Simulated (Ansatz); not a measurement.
# GaHP2: the cost of one run

Computed with Ansatz 0.2.0, Gaussian basis. Level: the settings change from run to run.

23 further runs of the same task are left out: 5 for a known fault of the program, 7 that didn't finish, 11 set aside as unsound or not needed.

## 1. The system

The geometry is a PBE0/def2-TZVP stationary point (not a proven minimum). No spin-orbit coupling is included. The filled d shell of Ga may be among the frozen orbitals whatever the setting's name suggests; the logs give the count.

4 atoms, charge 0, spin multiplicity 1.

Atoms are counted from 1 here; the program's logs count them from 0.

Bond lengths: Ga1–P2 2.530 Å, Ga1–P3 2.598 Å, P2–P3 2.012 Å, P3–H4 1.430 Å. Angles: P2–Ga1–P3 46.2°, Ga1–P2–P3 68.7°, Ga1–P3–P2 65.1°, Ga1–P3–H4 171.4°, P2–P3–H4 106.3°.

Geometry (Å):

```xyz
4
GaHP2
Ga    0.0000   -0.0766    1.1273
P     0.0000    1.1042   -1.1100
P     0.0000   -0.8949   -1.3383
H     0.0000   -1.1368   -2.7477
```

## 2. CISD/def2-mTZVP

Input file in.yaml:

```yaml
crystal:
  periodic: [false, false, false]
  atoms:
    - {symbol: Ga, position_ang: [0.000000, -0.076559, 1.127333]}
    - {symbol: P, position_ang: [0.000000, 1.104224, -1.109985]}
    - {symbol: P, position_ang: [0.000000, -0.894896, -1.338266]}
    - {symbol: H, position_ang: [0.000000, -1.136760, -2.747692]}
basis:
  gaussian: {orbitals: def2-mTZVP}
correlation: {active_space: {ras: {orbitals: [7, 0, 52], electrons: 14, max_holes: 2, max_particles: 2}, fixed_orbitals: true}}
output: {forces: true}
```

Started as:

```bash
$ ansatz run in.yaml --threads 1 --pin off --events-out ev --progress --plain --max-ram 2393MiB
```

What time and memory should one allow on 1 thread of Arm Neoverse V2, shared host?

About 8 s, with a peak of 0.46 GiB.
